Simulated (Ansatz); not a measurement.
# interstitial Cu in Si: hop to the nearest equivalent void

Aim: the minimum-energy path and barrier of the hop to the nearest equivalent void. The ends are relaxed first, then joined by a nudged elastic band. The host cell (diamond) has 16 atoms, cell charge +1; the extra atom is the last.

Method: DFT PBE, plane waves, PAW, scalar-relativistic, no spin polarisation, in Ansatz 0.2.0.

## (1) The structure to begin with

The cell holds 17 atoms (CuSi16): a = 7.679 Å, b = 7.679 Å, c = 7.679 Å, α = 60.00°, β = 60.00°, γ = 60.00°.

Its coordinates follow in the input file.

## (2) End point A

input.yaml

```yaml
crystal:
  lattice:
    - [0.0, 5.43, 5.43]
    - [5.43, 0.0, 5.43]
    - [5.43, 5.43, 0.0]
  atoms:
    - { symbol: Si, position: [0.0, 0.0, 0.0] }
    - { symbol: Si, position: [0.125, 0.125, 0.125] }
    - { symbol: Si, position: [0.0, 0.0, 0.5] }
    - { symbol: Si, position: [0.125, 0.125, 0.625] }
    - { symbol: Si, position: [0.0, 0.5, 0.0] }
    - { symbol: Si, position: [0.125, 0.625, 0.125] }
    - { symbol: Si, position: [0.0, 0.5, 0.5] }
    - { symbol: Si, position: [0.125, 0.625, 0.625] }
    - { symbol: Si, position: [0.5, 0.0, 0.0] }
    - { symbol: Si, position: [0.625, 0.125, 0.125] }
    - { symbol: Si, position: [0.5, 0.0, 0.5] }
    - { symbol: Si, position: [0.625, 0.125, 0.625] }
    - { symbol: Si, position: [0.5, 0.5, 0.0] }
    - { symbol: Si, position: [0.625, 0.625, 0.125] }
    - { symbol: Si, position: [0.5, 0.5, 0.5] }
    - { symbol: Si, position: [0.625, 0.625, 0.625] }
    - { symbol: Cu, position: [0.2446248, 0.7671478, 0.7414706] }
total_charge: 1
basis:
  ecutwfc: 420.0
kpoints:
  mp_grid: { grid: [2, 2, 2] }
hamiltonian:
  xc: pbe
  pseudopotentials: { kind: paw, azcp: { folder: soft_1 } }
scf:
  occupations: { method: gaussian, width: 0.05 }
  lower_state_search: "off"
relax:
  f_tol: 0.03
  max_steps: 60
  adjacent_minimum: "off"
output:
  write_density: true
  write_potential: true
  elf: true
  volumetric_format: npy
```

On the command line:

```sh
$ ansatz run input.yaml --threads 1 --pin off --max-ram 3072MiB --backend cpu --events-out ev --progress --plain --runs-dir out
```

Log, cut to the lines that bear on the results:

```text
Warning: RAYON_NUM_THREADS=1 ignored (pool sized by the plan → 1); use --threads N
[...]
Pseudopotentials: kind: paw
Pseudopotential: Si, paw, valence charge 4, recommended cutoff 420 eV (normal), <dir>
Pseudopotential: Cu, paw, valence charge 19, recommended cutoff 420 eV (normal), <dir>
Functional definition: PBE
[...]
Crystal: 17 atoms, lattice volume = 320.206 Å³
Basis set: ecut = 420 eV, 6231 PW (Γ), exchange–correlation on 108×108×108 points (8 copies of the dense FFT grid, shifted against one another)
Bands: 58, of which v1, the nominal top of the filled ones, is band 41 counted from 1 (40 counted from 0)
Symmetry: 1 space group operations
Space group: P1 (ITA 1), of the structure as read, at distance tolerance 6.8e-5 Å
k-points: 8
[...]
SCF iter   1: F=—  HF=-16804.461221 eV  |F-HF|=—  |Δ(HF+E_count)|=         —  Δρ=5.21e-2  dr2=9.67e0  ethr=3.10e-3  ⟨swp⟩=11.8  Hψ=2825  notcnv=0  defer=14
[...]
relax step   1: F+E_penalty+E_count = -16802.39442769 eV  Δ(F+E_penalty+E_count) = +0.000e0 eV  max|allowed force component| = 8.448e-1 eV/Å  Δτ_max = 0.0000 Å  (8 SCF iters, dr2 threshold 2.25e-5 eV, accepted)
[...]
relax step   4: F+E_penalty+E_count = -16802.52431023 eV  Δ(F+E_penalty+E_count) = +3.370e-3 eV  max|allowed force component| = 2.693e-1 eV/Å  Δτ_max = 0.1838 Å  (7 SCF iters, rejected (line search))
[...]
relax step   5: F+E_penalty+E_count = -16802.54588380 eV  Δ(F+E_penalty+E_count) = -1.820e-2 eV  max|allowed force component| = 9.833e-2 eV/Å  Δτ_max = 0.0893 Å  (7 SCF iters, accepted)
[...]
SCF iter   7: F=—  HF=-16802.554119 eV  |F-HF|=—  |Δ(HF+E_count)|=   6.48e-7  Δρ=5.48e-6  dr2=1.14e-7  ethr=1.18e-9  ⟨swp⟩=2.6  Hψ=728  notcnv=0  defer=70
```

## (3) More of the same log: end point A relaxed

Output, continued:

```text
SCF iter   8: F=-16802.554119 eV  HF=-16802.554119 eV  |F-HF|=2.76e-10  |Δ(HF+E_count)|=   8.76e-8  Δρ=7.38e-7  dr2=2.69e-9  ethr=1.22e-10  ⟨swp⟩=8.9  Hψ=2625  notcnv=0
SCF 6 converged in 8 iterations: F = -16802.554119 eV  dr2 = 2.69e-9
relax step   6: F+E_penalty+E_count = -16802.55411878 eV  Δ(F+E_penalty+E_count) = -8.235e-3 eV  max|allowed force component| = 7.873e-2 eV/Å  Δτ_max = 0.1000 Å  (8 SCF iters, accepted)
SCF iter   1: F=—  HF=-16802.558168 eV  |F-HF|=—  |Δ(HF+E_count)|=         —  Δρ=7.01e-4  dr2=1.60e-3  ethr=1.66e-5  ⟨swp⟩=3.0  Hψ=1020  notcnv=0  defer=70
preconditioner: auto → Resta (q_TF=auto, 2.174 Å⁻¹)  ε∞=6.2  [insulator: Δε(μ)=0.358 eV  Ē_g=7.796 eV  σ=0.050 eV  W_gap=1.00  n_scr=58 (ndim 8)  ℏωp=17.9 eV  f_vac=0.000  D(μ)=0.00/eV (n_scr^D=0)  ε∞_Penn≈6.2]
SCF iter   2: F=—  HF=-16802.557867 eV  |F-HF|=—  |Δ(HF+E_count)|=   3.01e-4  Δρ=3.82e-4  dr2=3.98e-4  ethr=1.96e-6  ⟨swp⟩=1.0  Hψ=536  notcnv=0  defer=70
SCF iter   3: F=—  HF=-16802.557833 eV  |F-HF|=—  |Δ(HF+E_count)|=   3.42e-5  Δρ=1.81e-4  dr2=6.59e-5  ethr=4.86e-7  ⟨swp⟩=2.0  Hψ=572  notcnv=0  defer=70
SCF iter   4: F=—  HF=-16802.557819 eV  |F-HF|=—  |Δ(HF+E_count)|=   1.32e-5  Δρ=4.87e-5  dr2=6.42e-6  ethr=8.04e-8  ⟨swp⟩=2.0  Hψ=719  notcnv=0  defer=70
iter 5 did not close the SCF: its close was put off for the readings that it lacked (scf_convergence_deferred on its scf_iter line)
SCF iter   5: F=-16802.557819 eV  HF=-16802.557819 eV  |F-HF|=3.89e-9  |Δ(HF+E_count)|=   2.82e-7  Δρ=6.80e-6  dr2=1.85e-7  ethr=7.83e-9  ⟨swp⟩=2.0  Hψ=591  notcnv=0  defer=70
SCF iter   6: F=-16802.557819 eV  HF=-16802.557819 eV  |F-HF|=8.09e-9  |Δ(HF+E_count)|=   5.01e-8  Δρ=1.78e-6  dr2=1.39e-8  ethr=2.26e-10  ⟨swp⟩=7.5  Hψ=2877  notcnv=0
SCF 7 converged in 6 iterations: F = -16802.557819 eV  dr2 = 1.39e-8
relax step   7: F+E_penalty+E_count = -16802.55781909 eV  Δ(F+E_penalty+E_count) = -3.700e-3 eV  max|allowed force component| = 2.767e-2 eV/Å  Δτ_max = 0.0132 Å  (6 SCF iters, dr2 threshold 3.97e-6 eV, accepted)
iter 1 solved again at ethr=1.76e-11 eV; its pass at ethr=3.10e-3 eV (dr2=1.44e-8 eV) is discarded
SCF iter   1: F=—  HF=-16802.557870 eV  |F-HF|=—  |Δ(HF+E_count)|=         —  Δρ=1.88e-6  dr2=1.44e-8  ethr=1.76e-11  ⟨swp⟩=1.0  Hψ=1136  notcnv=0  defer=70
preconditioner: auto → Resta (q_TF=auto, 2.174 Å⁻¹)  ε∞=6.2  [insulator: Δε(μ)=0.362 eV  Ē_g=7.797 eV  σ=0.050 eV  W_gap=1.00  n_scr=58 (ndim 8)  ℏωp=17.9 eV  f_vac=0.000  D(μ)=0.00/eV (n_scr^D=0)  ε∞_Penn≈6.2]
iter 2 did not close the SCF: its close was put off for the readings that it lacked (scf_convergence_deferred on its scf_iter line)
SCF iter   2: F=-16802.557819 eV  HF=-16802.557819 eV  |F-HF|=3.91e-9  |Δ(HF+E_count)|=   5.14e-5  Δρ=1.55e-6  dr2=8.06e-9  ethr=1.76e-11  ⟨swp⟩=2.0  Hψ=690  notcnv=0  defer=70
iter 3 did not close the SCF: its close was put off for the readings that it lacked (scf_convergence_deferred on its scf_iter line)
SCF iter   3: F=-16802.557819 eV  HF=-16802.557819 eV  |F-HF|=7.64e-11  |Δ(HF+E_count)|=   4.97e-9  Δρ=7.81e-7  dr2=1.99e-9  ethr=9.83e-12  ⟨swp⟩=2.0  Hψ=557  notcnv=0  defer=70
iter 4 did not close the SCF: its close was put off for the readings that it lacked (scf_convergence_deferred on its scf_iter line)
SCF iter   4: F=-16802.557819 eV  HF=-16802.557819 eV  |F-HF|=2.40e-10  |Δ(HF+E_count)|=   1.26e-9  Δρ=3.40e-7  dr2=2.60e-10  ethr=2.43e-12  ⟨swp⟩=2.0  Hψ=722  notcnv=0  defer=70
iter 5 did not close the SCF: its close was put off for the readings that it lacked (scf_convergence_deferred on its scf_iter line)
SCF iter   5: F=-16802.557819 eV  HF=-16802.557819 eV  |F-HF|=1.46e-11  |Δ(HF+E_count)|=  1.46e-11  Δρ=1.30e-7  dr2=4.78e-11  ethr=1.00e-12  ⟨swp⟩=2.0  Hψ=495  notcnv=0  defer=70
SCF iter   6: F=-16802.557819 eV  HF=-16802.557819 eV  |F-HF|=3.64e-12  |Δ(HF+E_count)|=  2.55e-11  Δρ=1.53e-8  dr2=9.85e-13  ethr=1.00e-12  ⟨swp⟩=5.0  Hψ=2019  notcnv=0
SCF 8 converged in 6 iterations: F = -16802.557819 eV  dr2 = 9.85e-13
relax step   8: F+E_penalty+E_count = -16802.55781909 eV  Δ(F+E_penalty+E_count) = -4.708e-9 eV  max|allowed force component| = 2.766e-2 eV/Å  Δτ_max = 0.0000 Å  (6 SCF iters, accepted)
NSCF: frozen V_eff on 8 k-points
the band table was solved once a step of the walk had ended and its energy, with any forces and stress, was formed, with the checks that follow a solve (2832 applications of the Hamiltonian). They found nothing against the state; the energy, forces and stress were not computed again (output.eigenvalues in the input reference)
SCF converged after 6 iterations
Free energy (F): -16802.557819 eV
Harris-Foulkes:  -16802.557819 eV  (|F-HF|=3.64e-12)
Internal energy: -16802.557819 eV  (E = F + TS)
E sigma→0 (E₀):  -16802.557819 eV
Entropy (-TS):   -0.000000 eV (-0.000 meV/atom)
Fermi energy:    7.097142 eV
--- Per-component energies (eV) ---
  E_band       = -445.467430
  E_kinetic    = 909.922531
  E_local      = -8307.476114  (includes V_loc(G=0)·N_el)
  E_nonlocal   = 1252.625686
  E_hartree    = 3656.029502
  E_xc         = -964.512894
  E_vxc        = -843.337686  (∫ρ·V_xc dr)
  E_paw        = -10001.752156  (= ΣΔE_a)
  E_vpaw       = -769.262390  (= ΣTr[D̂ρ^β])
  E_aug_tail   = 0.001565  (compensation charges beyond the density's cutoff)
  E_ewald      = -3347.395939
  E_smearing   = -0.000000  (= −TS)
  E_closure    = -0.000000  (closes the sum)
  E_deformation_potential = 13.381798  (in the stress; not in F)
  Σ components = -16802.557819   (vs F -16802.557819, Δ=0.00e0)
--- Forces (eV/Å), atoms counted from 1 ---
  atom   1  Si     0.01310702     0.01332585    -0.01273456
  atom   2  Si     0.00544622    -0.00873559     0.01885690
  atom   3  Si    -0.01433951    -0.01421049    -0.01503017
  atom   4  Si     0.01722768    -0.02111986     0.02071853
  atom   5  Si     0.00751544    -0.00553071    -0.02661692
  atom   6  Si    -0.00674254     0.01567994    -0.01530518
  atom   7  Si    -0.01005195     0.00829743    -0.00941015
  atom   8  Si    -0.01588794     0.00241249    -0.01308826
  atom   9  Si    -0.00438000     0.00945068    -0.00715280
  atom  10  Si     0.00821026    -0.01970100     0.01059537
  atom  11  Si    -0.01310472     0.01422609     0.01460425
  atom  12  Si     0.01894644    -0.00573257     0.00483381
  atom  13  Si     0.01069889     0.02099908     0.00785430
  atom  14  Si     0.00575254    -0.00876008     0.00929140
  atom  15  Si    -0.02766491    -0.00641790     0.00537451
  atom  16  Si    -0.01715761     0.01473349    -0.00457345
  atom  17  Cu     0.02242460    -0.00891680     0.01178235
  max |Σ_I F_I| component: 7.91e-8 eV/Å
--- Band table (eV; the first three rows and the last of 8) ---
  k-point 0: bands = ["-106.3762", "-63.8293", "-63.7308", "-63.7221", "-5.1850", "-2.8396", "-2.7922", "-2.7623", "-2.7610", "-1.3399", "-1.0211", "-1.0016", "-0.9972", "-0.9531", "-0.9524", "-0.3915", "-0.0775", "-0.0770", "-0.0423", "2.9651", "2.9695", "3.0478", "3.1256", "3.1289", "3.8396", "3.9137", "3.9253", "4.1314", "4.2226", "4.2250", "5.7696", "5.7773", "5.7920", "5.7931", "5.8412", "5.8438", "6.2126", "6.2227", "6.4420", "6.9071", "6.9155", "7.2772", "7.7079", "7.7082", "7.7340", "7.7548", "7.7636", "8.3834", "8.4455", "8.4584", "8.4658", "9.1629", "9.4700", "9.4851", "9.9512", "9.9577", "10.0168", "10.2151"]
  k-point 1: bands = ["-106.3762", "-63.8293", "-63.7308", "-63.7221", "-4.5227", "-4.2168", "-2.5917", "-2.5540", "-2.4595", "-2.3251", "-2.2898", "-2.2369", "0.0705", "0.3317", "0.3995", "0.4156", "0.4879", "0.5630", "2.3153", "2.6045", "2.6683", "2.7143", "3.0241", "3.1362", "3.1446", "3.2906", "3.3382", "3.3648", "3.8965", "3.9462", "4.0868", "4.5751", "4.6046", "4.8232", "4.8807", "5.0751", "5.1041", "6.2088", "6.2580", "6.3373", "6.4414", "7.6723", "8.1777", "8.3812", "8.4320", "8.6034", "8.6374", "8.8886", "8.9640", "10.1326", "10.2160", "10.5155", "10.6460", "10.9317", "11.1959", "11.3335", "11.3932", "11.4509"]
  k-point 2: bands = ["-106.3762", "-63.8293", "-63.7308", "-63.7221", "-4.4801", "-4.2737", "-2.6239", "-2.4752", "-2.4717", "-2.3183", "-2.2695", "-2.2681", "-0.0009", "0.2963", "0.3045", "0.5079", "0.5790", "0.5827", "2.2242", "2.6619", "2.6623", "2.6736", "2.9738", "2.9824", "3.0412", "3.4041", "3.4856", "3.4866", "4.0356", "4.0442", "4.1667", "4.5263", "4.5352", "4.6885", "4.8669", "5.1007", "5.1014", "6.1797", "6.1850", "6.3773", "6.3824", "7.5046", "8.3512", "8.4263", "8.4294", "8.5462", "8.5505", "8.9372", "8.9722", "10.3273", "10.3307", "10.4851", "10.4954", "10.9149", "11.1063", "11.3668", "11.3690", "11.5051"]
  k-point 7: bands = ["-106.3762", "-63.8293", "-63.7308", "-63.7221", "-4.5202", "-4.2198", "-2.5928", "-2.5554", "-2.4577", "-2.3241", "-2.2897", "-2.2376", "0.0742", "0.3307", "0.4048", "0.4149", "0.4849", "0.5636", "2.2980", "2.6056", "2.6706", "2.7153", "3.0241", "3.1293", "3.1411", "3.2963", "3.3416", "3.3662", "3.9000", "3.9461", "4.0979", "4.5756", "4.6083", "4.8288", "4.8767", "5.0778", "5.1042", "6.2051", "6.2609", "6.3339", "6.4223", "7.6772", "8.1838", "8.3802", "8.4288", "8.6006", "8.6286", "8.8914", "8.9612", "10.1436", "10.2238", "10.5122", "10.6516", "10.9462", "11.1837", "11.3358", "11.3916", "11.4491"]
--- Relaxed structure (8 steps of the walk, 7 accepted, 0 SCFs on fresh bases) ---
  F+E_penalty+E_count = -16802.55781909 eV   max|allowed force component| = 2.766e-2 eV/Å
  atoms:
    - { symbol: Si, position: [0.0003349422690618305, 0.008268535853194498, -0.008982088058316011] }
    - { symbol: Si, position: [0.13264720263502333, 0.11133227848984285, 0.12800802842477563] }
    - { symbol: Si, position: [-0.0003551491979662449, 0.008604612726732472, 0.5002498878478441] }
    - { symbol: Si, position: [0.11190571127175558, 0.16409047790087744, 0.6120297858913536] }
    - { symbol: Si, position: [0.002299055553568463, 0.4860507595755094, 0.005484879975373003] }
    - { symbol: Si, position: [0.13063705778496365, 0.6207476086182206, 0.11810835417481952] }
    - { symbol: Si, position: [-0.01138406128610897, 0.5359075987643245, 0.486618895353592] }
    - { symbol: Si, position: [0.12920358147604394, 0.6203661360172033, 0.6298923587566616] }
    - { symbol: Si, position: [0.5045948181781017, -0.014976481121452057, 0.005484357442382126] }
    - { symbol: Si, position: [0.6280034152457374, 0.11093844943786713, 0.128113597430753] }
    - { symbol: Si, position: [0.49139482410268887, 0.008487125224899833, 0.5003455718694143] }
    - { symbol: Si, position: [0.6274064142165645, 0.11149031162062178, 0.6335933520204062] }
    - { symbol: Si, position: [0.506290376869595, 0.4856378667719645, 0.005692345881854188] }
    - { symbol: Si, position: [0.6291514054995351, 0.611355534926135, 0.1302568697039277] }
    - { symbol: Si, position: [0.5051493899771711, 0.4862183021021535, 0.5034161012843031] }
    - { symbol: Si, position: [0.6202664537889234, 0.6203567370830808, 0.6301048019861868] }
    - { symbol: Cu, position: [0.2370793616153416, 0.7922719460088249, 0.7330535000146697] }
```

It took 70 s on 1 thread of Arm Neoverse V1, shared host; peak memory 0.57 GiB.

Step by step:

| step | energy from step 1 (eV/cell) | largest force component (eV/Å) |
| --- | --- | --- |
| 1 | 0.0000 | 0.8448 |
| 2 | -0.1139 | 0.3014 |
| 3 | -0.1333 | 0.0911 |
| 4x | -0.1299 | 0.2693 |
| 5 | -0.1515 | 0.0983 |
| 6 | -0.1597 | 0.0787 |
| 7 | -0.1634 | 0.0277 |
| 8 | -0.1634 | 0.0277 |

Step 1 is the start. Step 8 solves the same geometry again. 1 step was tried and not accepted (marked x).

Largest move: Si4, 0.25 Å.

## (4) End point B

The second end starts from a geometry with the move made by hand.

input.yaml: that of step 2 with these lines changed.

```diff
@@ -22,3 +22,3 @@
     - { symbol: Si, position: [0.625, 0.625, 0.625] }
-    - { symbol: Cu, position: [0.2446248, 0.7671478, 0.7414706] }
+    - { symbol: Cu, position: [0.36880864, 0.87549661, 0.37300573] }
 total_charge: 1
```

On the command line:

```sh
$ ansatz run input.yaml --threads 1 --pin off --max-ram 3072MiB --backend cpu --events-out ev --progress --plain --runs-dir out
```

Log, cut to the lines that bear on the results:

```text
Warning: RAYON_NUM_THREADS=1 ignored (pool sized by the plan → 1); use --threads N
[...]
Pseudopotentials: kind: paw
Pseudopotential: Si, paw, valence charge 4, recommended cutoff 420 eV (normal), <dir>
Pseudopotential: Cu, paw, valence charge 19, recommended cutoff 420 eV (normal), <dir>
Functional definition: PBE
[...]
Crystal: 17 atoms, lattice volume = 320.206 Å³
Basis set: ecut = 420 eV, 6231 PW (Γ), exchange–correlation on 108×108×108 points (8 copies of the dense FFT grid, shifted against one another)
Bands: 58, of which v1, the nominal top of the filled ones, is band 41 counted from 1 (40 counted from 0)
Symmetry: 1 space group operations
Space group: P1 (ITA 1), of the structure as read, at distance tolerance 6.8e-5 Å
k-points: 8
[...]
SCF iter   1: F=—  HF=-16804.478973 eV  |F-HF|=—  |Δ(HF+E_count)|=         —  Δρ=5.21e-2  dr2=9.67e0  ethr=3.10e-3  ⟨swp⟩=12.0  Hψ=2828  notcnv=0  defer=9
[...]
relax step   3: F+E_penalty+E_count = -16802.52397053 eV  Δ(F+E_penalty+E_count) = -8.209e-3 eV  max|allowed force component| = 3.893e-2 eV/Å  Δτ_max = 0.0187 Å  (5 SCF iters, dr2 threshold 2.62e-6 eV, accepted)
[...]
relax step   5: F+E_penalty+E_count = -16802.53137317 eV  Δ(F+E_penalty+E_count) = -7.403e-3 eV  max|allowed force component| = 9.088e-2 eV/Å  Δτ_max = 0.0564 Å  (6 SCF iters, accepted)
[...]
relax step   7: F+E_penalty+E_count = -16802.54858403 eV  Δ(F+E_penalty+E_count) = -9.428e-3 eV  max|allowed force component| = 1.259e-1 eV/Å  Δτ_max = 0.0661 Å  (6 SCF iters, dr2 threshold 2.91e-5 eV, accepted)
[...]
relax step   8: F+E_penalty+E_count = -16802.55237057 eV  Δ(F+E_penalty+E_count) = -3.787e-3 eV  max|allowed force component| = 1.098e-1 eV/Å  Δτ_max = 0.1435 Å  (6 SCF iters, dr2 threshold 8.65e-6 eV, accepted)
[...]
relax step   9: F+E_penalty+E_count = -16802.55347053 eV  Δ(F+E_penalty+E_count) = -1.100e-3 eV  max|allowed force component| = 1.111e-1 eV/Å  Δτ_max = 0.0467 Å  (6 SCF iters, dr2 threshold 6.57e-6 eV, accepted)
```

## (5) More of the same log: end point B relaxed

Output, continued, cut to the lines that bear on the results:

```text
[...]
relax step  10: F+E_penalty+E_count = -16802.55774380 eV  Δ(F+E_penalty+E_count) = -4.273e-3 eV  max|allowed force component| = 3.330e-2 eV/Å  Δτ_max = 0.0333 Å  (6 SCF iters, dr2 threshold 9.38e-6 eV, accepted)
[...]
relax step  11: F+E_penalty+E_count = -16802.55815190 eV  Δ(F+E_penalty+E_count) = -4.081e-4 eV  max|allowed force component| = 2.480e-2 eV/Å  Δτ_max = 0.0095 Å  (6 SCF iters, accepted)
NSCF: frozen V_eff on 8 k-points
[...]
Free energy (F): -16802.558152 eV
[...]
E sigma→0 (E₀):  -16802.558152 eV
Entropy (-TS):   -0.000000 eV (-0.000 meV/atom)
Fermi energy:    7.100395 eV
[...]
--- Forces (eV/Å), atoms counted from 1 ---
  atom   1  Si    -0.00897632     0.01012105    -0.01299943
  atom   2  Si     0.00360939    -0.01972477    -0.00542347
  atom   3  Si    -0.01124781     0.00744703     0.00145055
  atom   4  Si     0.02480428    -0.00557585    -0.00483389
[...]
    - { symbol: Si, position: [0.014084404639193693, 0.49644440709726567, 0.4926716766522096] }
    - { symbol: Si, position: [0.11791723425512257, 0.6329691728351465, 0.6246712291507996] }
    - { symbol: Si, position: [0.5060666257885396, -0.005024947421420012, 0.004116201532456953] }
    - { symbol: Si, position: [0.6397586787164422, 0.12300209041887139, 0.11805136771497277] }
    - { symbol: Si, position: [0.5059235608000802, -0.0061777049431404885, 0.4937868555715861] }
    - { symbol: Si, position: [0.5896792555320227, 0.1362369811410437, 0.6358807947305228] }
    - { symbol: Si, position: [0.5126084585464795, 0.49598067717732086, -0.0038813244004373137] }
    - { symbol: Si, position: [0.6398427565240751, 0.6190582258233567, 0.11880961328525441] }
    - { symbol: Si, position: [0.5060903651481405, 0.5044559787726239, 0.49477919811420934] }
    - { symbol: Si, position: [0.6396199403031486, 0.6181611475310873, 0.6231783830029753] }
    - { symbol: Cu, position: [0.33233172328638544, 0.8883930277766603, 0.3875281351798723] }
```

It took 93 s on 1 thread of Arm Neoverse V1, shared host; peak memory 0.59 GiB.

The steps of the relaxation:

| step | energy from step 1 (eV/cell) | largest force component (eV/Å) |
| --- | --- | --- |
| 1 | 0.0000 | 0.6388 |
| 2 | -0.0985 | 0.2047 |
| 3 | -0.1067 | 0.0389 |
| 4x | -0.1064 | 0.2228 |
| 5 | -0.1141 | 0.0909 |
| 6 | -0.1219 | 0.1706 |
| 7 | -0.1314 | 0.1259 |
| 8 | -0.1351 | 0.1098 |
| 9 | -0.1362 | 0.1111 |
| 10 | -0.1405 | 0.0333 |
| 11 | -0.1409 | 0.0248 |

Step 1 is the start. 1 step was tried and not accepted (marked x).

Largest move: Si3, 0.24 Å.

[end of part 1 of 2]
